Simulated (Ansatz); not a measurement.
# (F)2Al-NH-SiH3 (AlF2H4NSi): geometry, orbitals and charge

Aim: characterise (F)2Al-NH-SiH3 (AlF2H4NSi) as a singlet: its structure, frontier levels and distribution of charge.

Computed with Ansatz 0.2.0, Gaussian basis. Level: RKS PBE0-D4/def2-TZVP.

The runs, in order: relaxation at PBE-D4/def2-SVP; a search for the lowest solution at PBE0-D4/def2-SVP; a single point at PBE0-D4/def2-TZVP.

### Step 1. The starting structure

9 atoms, charge 0, spin multiplicity 1.

Atoms are counted from 1 here; the program's logs count them from 0.

Bond lengths: Al1–F2 1.643 Å, Al1–F3 1.646 Å, Al1–N4 1.779 Å, N4–Si5 1.751 Å, N4–H6 1.011 Å, Si5–H7 1.468 Å, Si5–H8 1.468 Å, Si5–H9 1.459 Å. Angles: F2–Al1–F3 116.6°, F2–Al1–N4 122.0°, F3–Al1–N4 121.4°, Al1–N4–Si5 131.6°, Al1–N4–H6 114.2°, Si5–N4–H6 114.1°, N4–Si5–H7 106.5°, N4–Si5–H8 108.4°, N4–Si5–H9 106.8°, H7–Si5–H8 110.0°, H7–Si5–H9 112.7°, H8–Si5–H9 112.0°.

The start is a GFN2-xTB geometry.

### Step 2. Optimising with PBE-D4/def2-SVP

The input, in.yaml:

```yaml
crystal:
  periodic: [false, false, false]
  atoms:
    - {symbol: Al, position_ang: [-1.247740, -0.896160, -0.851280]}
    - {symbol: F, position_ang: [-2.306670, 0.283510, -1.283480]}
    - {symbol: F, position_ang: [-1.638840, -2.433370, -1.290720]}
    - {symbol: N, position_ang: [0.250030, -0.539540, 0.040780]}
    - {symbol: Si, position_ang: [0.904990, 0.961060, 0.661830]}
    - {symbol: H, position_ang: [0.801510, -1.356420, 0.267030]}
    - {symbol: H, position_ang: [2.305240, 1.017830, 0.225920]}
    - {symbol: H, position_ang: [0.835360, 0.925330, 2.128190]}
    - {symbol: H, position_ang: [0.096120, 2.037770, 0.101720]}
basis:
  gaussian: {orbitals: def2-SVP}
hamiltonian: {xc: pbe, dispersion: d4}
scf: {omitted_lower_state_checks: [starts]}
output: {orbitals: {seedname: orbitals}}
relax: {f_tol: 0.02, max_steps: 100}
```

Run with:

```sh
$ ansatz run in.yaml --threads 4 --pin off --events-out ev --progress --plain --max-ram 3916MiB
```

Output, cut to the lines that bear on the results:

```text
Functional definition: PBE
  name "PBE"
  cite "Perdew, Burke & Ernzerhof, Phys. Rev. Lett. 77, 3865 (1996) doi:10.1103/PhysRevLett.77.3865"
  parent pbe
[...]
1089 factors; their error is unknown
[...]
mean field -21443.66108856 eV, -788.0400099689 hartree, gradient 1.2e-5 eV, S^2 0.000000; 0 other end points of the search recorded, 0 dependent functions left out
[...]
reference -21443.66113176 eV, -788.0400115567 hartree; 28, 28 occupied and 70, 70 virtual orbitals, 1089 factors
relax step   1: F+E_penalty+E_count = -21443.84365919 eV  Δ(F+E_penalty+E_count) = +0.000e0 eV  max|allowed force component| = 9.377e-1 eV/Å  Δτ_max = 0.0000 Å  (26 SCF iters, accepted)
[...]
relax step   3: F+E_penalty+E_count = -21443.94954972 eV  Δ(F+E_penalty+E_count) = -9.939e-3 eV  max|allowed force component| = 1.062e-1 eV/Å  Δτ_max = 0.0249 Å  (30 SCF iters, accepted)
[...]
relax step   5: F+E_penalty+E_count = -21443.95175172 eV  Δ(F+E_penalty+E_count) = -1.543e-3 eV  max|allowed force component| = 9.020e-2 eV/Å  Δτ_max = 0.0205 Å  (30 SCF iters, accepted)
[...]
relax step   7: F+E_penalty+E_count = -21443.95302453 eV  Δ(F+E_penalty+E_count) = -1.443e-4 eV  max|allowed force component| = 2.330e-2 eV/Å  Δτ_max = 0.0098 Å  (30 SCF iters, accepted)
[...]
relax step   8: F+E_penalty+E_count = -21443.95340102 eV  Δ(F+E_penalty+E_count) = -3.765e-4 eV  max|allowed force component| = 9.217e-3 eV/Å  Δτ_max = 0.0241 Å  (29 SCF iters, accepted)
[...]
relax step   9: F+E_penalty+E_count = -21443.95356678 eV  Δ(F+E_penalty+E_count) = -1.658e-4 eV  max|allowed force component| = 1.685e-2 eV/Å  Δτ_max = 0.0362 Å  (30 SCF iters, accepted)
[...]
1089 factors; their error is unknown
mean field -21443.77199268 eV, -788.0440856203 hartree, gradient 1.6e-5 eV, S^2 0.000000; 0 other end points of the search recorded, 0 dependent functions left out
[...]
reference -21443.77203591 eV, -788.0440872090 hartree; 28, 28 occupied and 70, 70 virtual orbitals, 1089 factors
Total energy: -21443.95361001 eV, -788.0507599340 hartree
Atom 0 at    -1.241088    -0.894268    -0.879951 Å, force     0.002537     0.014818     0.000577 eV/Å
Atom 1 at    -2.212498     0.366839    -1.373000 Å, force     0.004342    -0.008883     0.001374 eV/Å
Atom 2 at    -1.663254    -2.449300    -1.310130 Å, force     0.000028    -0.000663     0.002005 eV/Å
Atom 3 at     0.223732    -0.607059     0.086938 Å, force    -0.016854    -0.007664    -0.009429 eV/Å
Atom 4 at     0.895360     0.915039     0.660716 Å, force     0.008935    -0.010839     0.005110 eV/Å
Atom 5 at     0.755666    -1.445586     0.349024 Å, force     0.004592     0.010425     0.002169 eV/Å
Atom 6 at     2.288089     1.147859     0.131709 Å, force    -0.007638     0.004484     0.000290 eV/Å
Atom 7 at     0.970789     0.964614     2.165896 Å, force    -0.002647     0.004067    -0.005577 eV/Å
Atom 8 at    -0.016795     2.001873     0.168788 Å, force     0.006705    -0.005745     0.003482 eV/Å
Dipole moment:     0.330907    -0.086539     0.204668 e Å
Checks for a lower state left out: starts
```

Run time: 11 s. Hardware: 4 threads of Arm Neoverse V1, shared host.

Along the way:

```
step  energy from step 1 (eV)  largest force component (eV/Å)
   1                   0.0000                          0.9377
   2                  -0.0960                          0.3837
   3                  -0.1059                          0.1062
   4                  -0.1066                          0.1236
   5                  -0.1081                          0.0902
   6                  -0.1092                          0.0335
   7                  -0.1094                          0.0233
   8                  -0.1097                          0.0092
   9                  -0.1099                          0.0169
```

The force was under the threshold of 0.02 eV/Å already at step 8, but the program went on to step 9.

Distances of close pairs at the start and the end, largest changes first:

```
  bond  before (Å)  after (Å)  change (Å)
Si5–H9       1.459      1.502      +0.043
Si5–H7       1.468      1.508      +0.040
Si5–H8       1.468      1.508      +0.039
Al1–F2       1.643      1.666      +0.023
Al1–F3       1.646      1.668      +0.022
 N4–H6       1.011      1.027      +0.016
N4–Si5       1.751      1.760      +0.009
Al1–N4       1.779      1.778      -0.001
```

Bonds by kind at the end (by distance):

```
bond  count  shortest (Å)  longest (Å)
Al–F      2         1.666        1.668
N–Si      1         1.760        1.760
Al–N      1         1.778        1.778
H–Si      3         1.502        1.508
 H–N      1         1.027        1.027
```

### Step 3. Searching for the lowest solution, PBE0-D4/def2-SVP

start.molden holds the orbitals of an earlier run on this state, given as this run's starting guess.

The input, in.yaml:

```yaml
crystal:
  periodic: [false, false, false]
  atoms:
    - {symbol: Al, position_ang: [-1.241088, -0.894268, -0.879951]}
    - {symbol: F, position_ang: [-2.212498, 0.366839, -1.373000]}
    - {symbol: F, position_ang: [-1.663254, -2.449300, -1.310130]}
    - {symbol: N, position_ang: [0.223732, -0.607059, 0.086938]}
    - {symbol: Si, position_ang: [0.895360, 0.915039, 0.660716]}
    - {symbol: H, position_ang: [0.755666, -1.445586, 0.349024]}
    - {symbol: H, position_ang: [2.288089, 1.147859, 0.131709]}
    - {symbol: H, position_ang: [0.970789, 0.964614, 2.165896]}
    - {symbol: H, position_ang: [-0.016795, 2.001873, 0.168788]}
basis:
  gaussian: {orbitals: def2-SVP, initial_orbitals: start.molden}
hamiltonian: {xc: pbe0, dispersion: d4}
output: {orbitals: {seedname: orbitals}}
```

Launched as before.

Output:

```text
Functional definition: PBE0
  name "PBE0"
  cite "Adamo & Barone, J. Chem. Phys. 110, 6158 (1999) doi:10.1063/1.478522"
  cite "Perdew, Burke & Ernzerhof, Phys. Rev. Lett. 77, 3865 (1996) doi:10.1103/PhysRevLett.77.3865"
  parent pbe
  parameter a = 0.25
  parameter kappa = 0.804
  parameter beta = 0.06672455060314922
  exchange = (1 - a)*pbe_x(kappa = kappa, mu = beta*pi^2/3) + a*exact_x
  correlation = pbe_c(beta = beta)
926 factors; integrals over basis functions are off by at most 1.2e-3 eV
mean field evaluation 1: about -21445.2197 eV, gradient 6.6e0 eV
mean field evaluation 2: about -21445.3275 eV, gradient 1.5e-1 eV
mean field evaluation 4: about -21445.4225 eV, gradient 6.1e-4 eV
mean field evaluation 8: about -21437.0879 eV, gradient 6.8e1 eV
mean field evaluation 16: about -21445.4225 eV, gradient 2.7e-2 eV
mean field -21445.42252385 eV, -788.1047415219 hartree, gradient 1.7e-5 eV, S^2 0.000000; 1 other end points of the search recorded, 0 dependent functions left out
reference -21445.42255621 eV, -788.1047427112 hartree; 28, 28 occupied and 70, 70 virtual orbitals, 926 factors
Total energy: -21445.57656779 eV, -788.1104025324 hartree
```

Wall time 1.4 s (4 threads of Arm Neoverse V1, shared host).

From the report: HOMO -7.97 eV, LUMO -0.85 eV.

### Step 4. Single point, PBE0-D4/def2-TZVP

Changes to in.yaml since step 3:

```diff
@@ -13,4 +13,5 @@
 basis:
-  gaussian: {orbitals: def2-SVP, initial_orbitals: start.molden}
+  gaussian: {orbitals: def2-TZVP, initial_orbitals: start.molden}
 hamiltonian: {xc: pbe0, dispersion: d4}
+scf: {omitted_lower_state_checks: [starts]}
 output: {orbitals: {seedname: orbitals}}
```

The command is unchanged.

Output:

```text
Functional definition: PBE0
  name "PBE0"
  cite "Adamo & Barone, J. Chem. Phys. 110, 6158 (1999) doi:10.1063/1.478522"
  cite "Perdew, Burke & Ernzerhof, Phys. Rev. Lett. 77, 3865 (1996) doi:10.1103/PhysRevLett.77.3865"
  parent pbe
  parameter a = 0.25
  parameter kappa = 0.804
  parameter beta = 0.06672455060314922
  exchange = (1 - a)*pbe_x(kappa = kappa, mu = beta*pi^2/3) + a*exact_x
  correlation = pbe_c(beta = beta)
these checks for a lower state are left out or cut short: starts
1190 factors; their error is unknown
mean field evaluation 1: about -21454.6341 eV, gradient 1.9e2 eV
mean field evaluation 2: about -21459.1889 eV, gradient 5.5e0 eV
mean field evaluation 4: about -21459.3534 eV, gradient 2.1e-1 eV
mean field evaluation 8: about -21459.3535 eV, gradient 9.8e-6 eV
mean field -21459.35346835 eV, -788.6166942895 hartree, gradient 9.8e-6 eV, S^2 0.000000; 0 other end points of the search recorded, 0 dependent functions left out
reference -21459.35350488 eV, -788.6166956322 hartree; 28, 28 occupied and 163, 163 virtual orbitals, 1190 factors
Total energy: -21459.50751646 eV, -788.6223554534 hartree
Checks for a lower state left out: starts
```

Run time: 2.3 s. Hardware: 4 threads of Arm Neoverse V1, shared host.

Report: HOMO -8.11 eV, LUMO -1.09 eV.

Mulliken charges, from this run's orbitals:

```
atom  value (e)
 Al1       0.82
  F2      -0.35
  F3      -0.35
  N4      -0.53
 Si5       0.22
  H6       0.24
  H7      -0.03
  H8      -0.03
  H9       0.00
```

Largest Mayer bond orders: Al1–N4 1.19; N4–Si5 1.11; Al1–F3 1.09; Al1–F2 1.09; Si5–H9 0.95; Si5–H7 0.94; Si5–H8 0.94; N4–H6 0.88.

The fields below are evaluated on a grid from the run's orbitals.

Frontier orbitals at PBE0-D4/def2-TZVP, with the share of their density that lies nearest to each atom:

```
orbital  energy (eV)                                    lies on
   HOMO        -8.11    N4 58 %; H7, H8 about 13 % each; H6 7 %
   LUMO        -1.09  Al1 37 %; F2, F3 about 15 % each; N4 10 %
```

ELF in a plane through or near 7 of the atoms.

Ten even steps from ' ' (0.00) to '@' (1.00):
```
                                                        
                                                        
                                                        
                          ....                          
                        --##%%**..                      
                        ++@@@@%%::    ..----::..        
                        ==@@@@%%--    ==**##**--        
              ..::::..::++##%%##==..::**%%##%%**::      
              ..----..--##==--####....##++::####::      
            ..::==  ++::####==%%--==++::%%%%%%**::      
              ..::::##==::++++++..####..::==--::        
                ......--==....    ......                
                --%%@@@@@@--    ==**####--..            
              ..##@@@@@@@@**  ..**##--%%**--            
              ..%%@@@@@@@@==  ::**%%++%%**--            
                ##@@@@@@@@::  ..++##%%##==::            
                  --****--      ..::::::                
                                                        
                                                        
                                                        
```
The map spans 11.5 Å across and 8.8 Å up, centred on the molecule. Atoms in the plane (x, y in Å): Al1 (1.8, -0.1), F2 (1.9, -1.8), F3 (3.1, 0.8), N4 (0.2, 0.6), Si5 (-1.4, -0.1), H6 (0.2, 1.7), H9 (-1.2, -1.6).

On the surface of density 0.002 e/bohr³ the electrostatic potential runs, from the 1st to the 99th percentile, from -1.13 V near F2 to 3.81 V near Al1.

### Step 5. Outcome

| quantity | value |
| --- | --- |
| point group | Cs |
| commonest bond, hydrogen aside | Al–F, 2 of mean length 1.667 Å |
| HOMO, LUMO at PBE0-D4/def2-TZVP | -8.11, -1.09 eV |
| dipole at PBE-D4/def2-SVP | 1.91 D |

What this shows: The molecule keeps its bonding pattern by the stored test; the atoms moved 0.11 Å (rms). No usable vibrations, so a minimum isn't proven. The HOMO lies nearest to N4 58 %; H7, H8 about 13 % each and the LUMO to Al1 37 %; F2, F3 about 15 % each. The point group is read from a loosely relaxed geometry; soft torsions can leave it below the true symmetry.
